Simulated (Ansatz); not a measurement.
**CH5BSe: search for lower mean-field states, by script**

The task is a search for lower mean-field states, for CH5BSe.

Program: Ansatz 0.2.0, driven from Python. Level of theory: Hartree-Fock/def2-SVP. These are calculated values, not measurements.

**1. The structure**

Bond lengths: C1–B2 1.519 Å, B2–Se3 1.989 Å, C1–H4 1.075 Å, C1–H5 1.145 Å, C1–H6 1.126 Å, B2–H7 1.189 Å, Se3–H8 1.481 Å. Angles: C1–B2–Se3 119.5°, C1–B2–H7 121.3°, Se3–B2–H7 119.2°, B2–C1–H4 110.6°, B2–C1–H5 111.7°, B2–C1–H6 114.3°, H4–C1–H5 104.3°, H4–C1–H6 109.3°, H5–C1–H6 106.1°, B2–Se3–H8 92.0°.

The script holds or builds the structure itself.

**2. Script**

states.py

```python
import ansatz as az
import numpy as np

SETTINGS = {
    "basis": "def2-SVP",
    "xc": "HF",
}

GEOMETRY = """
C    -0.61410    0.70220   -0.30530
B     0.59590   -0.21680   -0.29710
Se    1.32570   -0.86030    1.43820
H    -1.41460    0.26860   -0.87650
H    -0.39090    1.69130   -0.83780
H    -0.99450    0.97720    0.71840
H     1.12120   -0.55490   -1.30840
H     0.46350   -2.06450    1.41270
"""

system = az.Crystal.molecule()
for line in GEOMETRY.strip().splitlines():
    symbol, *xyz = line.split()
    system = system.atom(symbol, [float(v) for v in xyz])
symbols = [site.symbol for site in system.cartesian_sites]

start = np.array([site.position_ang for site in system.cartesian_sites])
for factor in [1.0, 1.3]:
    xyz = (start - start.mean(axis=0)) * factor
    scaled = az.Crystal.molecule()
    for symbol, place in zip(symbols, xyz):
        scaled = scaled.atom(symbol, place.tolist())
    base = scaled.calculation()
    base = base.basis(gaussian=SETTINGS["basis"])
    base = base.functional(SETTINGS["xc"])
    base = base.accuracy("medium").spin("collinear")
    for search in ("off", "standard"):
        try:
            rep = base.scf(lower_state_search=search).run(threads=1, pin="off").report
        except az.AnsatzError as error:
            print(f"x{factor} search {search}: {type(error).__name__}")
            continue
        state = rep["mean_field"]["state"]
        print(f"all distances x{factor}, search {search:8s} E = {rep['free_energy_ev']:.5f} eV  <S^2> = {abs(state['spin_squared']):.3f}  other states met: {len(rep['mean_field']['others'])}")
```

**3. What the engine is handed**

The package turns the script's settings into the engine's input (first run):

```yaml
crystal:
  periodic: [false, false, false]
  atoms:
    - { symbol: C, position_ang: [-0.625625, 0.7093499999999999, -0.298325] }
    - { symbol: B, position_ang: [0.584375, -0.20965000000000006, -0.29012499999999997] }
    - { symbol: Se, position_ang: [1.314175, -0.8531500000000001, 1.4451749999999999] }
    - { symbol: H, position_ang: [-1.426125, 0.27574999999999994, -0.8695249999999999] }
    - { symbol: H, position_ang: [-0.40242500000000003, 1.69845, -0.8308249999999999] }
    - { symbol: H, position_ang: [-1.006025, 0.9843499999999998, 0.7253750000000001] }
    - { symbol: H, position_ang: [1.109675, -0.54775, -1.301425] }
    - { symbol: H, position_ang: [0.451975, -2.05735, 1.419675] }
accuracy: medium
basis:
  gaussian:
    orbitals: def2-SVP
hamiltonian:
  xc: hf
magnetization:
  spin_polarized: true
scf:
  lower_state_search: "off"
```

**4. Launch**

The run is started by

```console
$ python states.py
```

The log of the run:

```text
all distances x1.0, search off      E = -67074.94006 eV  <S^2> = 0.000  other states met: 0
all distances x1.0, search standard E = -67074.94006 eV  <S^2> = 0.000  other states met: 0
all distances x1.3, search off      E = -67066.13777 eV  <S^2> = 0.000  other states met: 0
all distances x1.3, search standard E = -67066.15122 eV  <S^2> = 0.181  other states met: 3
```

It took 8.5 s on 1 thread of Intel Xeon 6975P-C (Granite Rapids), shared host; peak memory 0.27 GiB.

**5. What changed from run to run**

The engine's inputs for the other runs:

Run 2, against run 1:

```diff
@@ -21 +21 @@
-  lower_state_search: "off"
+  lower_state_search: standard
```

Run 3, against run 1:

```diff
@@ -4,8 +4,8 @@
-    - { symbol: C, position_ang: [-0.625625, 0.7093499999999999, -0.298325] }
-    - { symbol: B, position_ang: [0.584375, -0.20965000000000006, -0.29012499999999997] }
-    - { symbol: Se, position_ang: [1.314175, -0.8531500000000001, 1.4451749999999999] }
-    - { symbol: H, position_ang: [-1.426125, 0.27574999999999994, -0.8695249999999999] }
-    - { symbol: H, position_ang: [-0.40242500000000003, 1.69845, -0.8308249999999999] }
-    - { symbol: H, position_ang: [-1.006025, 0.9843499999999998, 0.7253750000000001] }
-    - { symbol: H, position_ang: [1.109675, -0.54775, -1.301425] }
-    - { symbol: H, position_ang: [0.451975, -2.05735, 1.419675] }
+    - { symbol: C, position_ang: [-0.8133125, 0.922155, -0.3878225] }
+    - { symbol: B, position_ang: [0.7596875, -0.2725450000000001, -0.37716249999999996] }
+    - { symbol: Se, position_ang: [1.7084275000000002, -1.1090950000000002, 1.8787274999999999] }
+    - { symbol: H, position_ang: [-1.8539625000000002, 0.35847499999999993, -1.1303824999999998] }
+    - { symbol: H, position_ang: [-0.5231525, 2.2079850000000003, -1.0800725] }
+    - { symbol: H, position_ang: [-1.3078325, 1.2796549999999998, 0.9429875000000002] }
+    - { symbol: H, position_ang: [1.4425775, -0.712075, -1.6918525000000002] }
+    - { symbol: H, position_ang: [0.5875675, -2.6745550000000002, 1.8455775] }
```

Run 4, against run 1:

```diff
@@ -4,8 +4,8 @@
-    - { symbol: C, position_ang: [-0.625625, 0.7093499999999999, -0.298325] }
-    - { symbol: B, position_ang: [0.584375, -0.20965000000000006, -0.29012499999999997] }
-    - { symbol: Se, position_ang: [1.314175, -0.8531500000000001, 1.4451749999999999] }
-    - { symbol: H, position_ang: [-1.426125, 0.27574999999999994, -0.8695249999999999] }
-    - { symbol: H, position_ang: [-0.40242500000000003, 1.69845, -0.8308249999999999] }
-    - { symbol: H, position_ang: [-1.006025, 0.9843499999999998, 0.7253750000000001] }
-    - { symbol: H, position_ang: [1.109675, -0.54775, -1.301425] }
-    - { symbol: H, position_ang: [0.451975, -2.05735, 1.419675] }
+    - { symbol: C, position_ang: [-0.8133125, 0.922155, -0.3878225] }
+    - { symbol: B, position_ang: [0.7596875, -0.2725450000000001, -0.37716249999999996] }
+    - { symbol: Se, position_ang: [1.7084275000000002, -1.1090950000000002, 1.8787274999999999] }
+    - { symbol: H, position_ang: [-1.8539625000000002, 0.35847499999999993, -1.1303824999999998] }
+    - { symbol: H, position_ang: [-0.5231525, 2.2079850000000003, -1.0800725] }
+    - { symbol: H, position_ang: [-1.3078325, 1.2796549999999998, 0.9429875000000002] }
+    - { symbol: H, position_ang: [1.4425775, -0.712075, -1.6918525000000002] }
+    - { symbol: H, position_ang: [0.5875675, -2.6745550000000002, 1.8455775] }
@@ -21 +21 @@
-  lower_state_search: "off"
+  lower_state_search: standard
```

Lines on the test bed's own set-up are left out of the output.

**6. Run by run**

The 4 runs, in the order started:

```
run    search  energy from run 2 (eV)  <S²>  SCF cycles  CPU time (s)
  1       off                  0.0000  0.00          11          0.62
  2  standard                  0.0000  0.00          11          0.79
  3       off                  8.8023  0.00          12          0.62
  4  standard                  8.7888  0.18         205           6.1
```

**7. Results**

| quantity | value |
| --- | --- |
| lower state found by the search | 0.013 eV lower at distances × 1.3 |
| runs compared | 4 |

Where bonds are stretched, a single start can end above the lowest mean-field state, which breaks spin symmetry. In CPU time, run 4 cost about 9.8 times as much as run 1. What to keep in mind:
- The count of other states can hold repeated and symmetry-equivalent ends of the search; scaling all distances is a test, and for more than two atoms no physical path.
- The geometry comes from a force field and isn't relaxed at this level.
